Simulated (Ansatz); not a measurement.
**CH5FO2Si: one species, many methods**

How much do the methods differ for CH5FO2Si? The plan is to run it at one geometry with functionals of several rungs and with coupled cluster, and see how far each lands from CCSD(T) at the basis-set limit for the atomisation energy.

Computed with Ansatz 0.2.0, Gaussian basis. Level: functionals in def2-TZVPP, the program's frozen cores in correlated methods.

Levels to be run: PBE-D4, r2SCAN-D4, PBE0-D4, B3LYP-D4, ωB97X-V, ωB97M-V, B2PLYP; CCSD(T)/def2-TZVPP; MP2/def2-QZVPP; extrapolation to the limit.

## (1) The geometry

The geometry comes from an earlier relaxation with PBE0-D4/def2-TZVP; it is a stationary point, not always the lowest conformer.

SMILES `OCO[SiH2]F`, 10 atoms, charge 0, spin multiplicity 1.

Atoms are counted from 1 here; the program's logs count them from 0.

Bond lengths: O1–C2 1.390 Å, O1–H6 0.962 Å, C2–O3 1.406 Å, C2–H7 1.093 Å, C2–H8 1.095 Å, O3–Si4 1.633 Å, Si4–F5 1.596 Å, Si4–H9 1.476 Å, Si4–H10 1.478 Å. Angles: C2–O1–H6 108.9°, O1–C2–O3 112.8°, O1–C2–H7 106.0°, O1–C2–H8 112.0°, O3–C2–H7 110.0°, O3–C2–H8 106.2°, H7–C2–H8 109.9°, C2–O3–Si4 125.6°, O3–Si4–F5 110.1°, O3–Si4–H9 105.5°, O3–Si4–H10 112.9°, F5–Si4–H9 108.8°, F5–Si4–H10 106.9°, H9–Si4–H10 112.7°.

## (2) PBE-D4 (GGA)

in.yaml reads:

```yaml
crystal:
  periodic: [false, false, false]
  atoms:
    - {symbol: O, position_ang: [1.478304, -0.779583, 0.507470]}
    - {symbol: C, position_ang: [0.284803, -1.228209, -0.044901]}
    - {symbol: O, position_ang: [-0.768693, -0.311059, 0.116865]}
    - {symbol: Si, position_ang: [-0.696821, 1.287304, -0.211913]}
    - {symbol: F, position_ang: [-0.218851, 1.516217, -1.717595]}
    - {symbol: H, position_ang: [1.397483, -0.779492, 1.465958]}
    - {symbol: H, position_ang: [0.484157, -1.383879, -1.107832]}
    - {symbol: H, position_ang: [-0.052555, -2.164411, 0.411158]}
    - {symbol: H, position_ang: [-2.080658, 1.780693, -0.072729]}
    - {symbol: H, position_ang: [0.255931, 2.011218, 0.656416]}
basis:
  gaussian: {orbitals: def2-TZVPP}
hamiltonian: {xc: pbe, dispersion: d4}
output: {forces: true, orbitals: {seedname: orbitals}}
```

Launch:

```console
> ansatz run in.yaml --threads 4 --pin off --events-out ev --progress --plain --max-ram 10444MiB
```

The runs that follow: r2SCAN-D4 (meta-GGA); PBE0-D4 (hybrid); B3LYP-D4 (hybrid); ωB97X-V (range-separated); ωB97M-V (range-separated); B2PLYP (double hybrid); CCSD(T) in def2-TZVPP; MP2 in def2-QZVPP.

**Question.** What will the summary of the whole plan be? Wanted: atomisation energy, CCSD(T)/CBS; farthest; mean size of error, hybrid; mean size of error, range-separated; gap, smallest and largest; T1 diagnostic; triples share of the correlation energy.

The runs gave:

```
                               quantity                                 value
        atomisation energy, CCSD(T)/CBS                         3834.6 kJ/mol
 functionals within 19.2 kJ/mol (0.5 %)           r2SCAN-D4, ωB97X-V, ωB97M-V
                               farthest                 B2PLYP (-58.7 kJ/mol)
             mean size of error, hybrid                           44.3 kJ/mol
    mean size of error, range-separated                            7.6 kJ/mol
              gap, smallest and largest  6.95 eV (PBE-D4), 14.00 eV (ωB97X-V)
                          T1 diagnostic                                0.0118
triples share of the correlation energy                                 3.3 %
```

PBE-D4 misses by +34.7 kJ/mol, or 3.9 kJ/mol for each of 9 bonds. Double hybrids carry the basis error of their MP2 part in triple zeta, and no dispersion term here, so their miss is partly the set-up's. Misses under about 19.2 kJ/mol are within the doubt on the reference itself, which lacks core-valence correlation, relativity and higher excitations. Hartree-Fock recovers 71 % of the binding; the rest is correlation. Orbital gaps span 6.9 to 14.0 eV; exact exchange widens them.
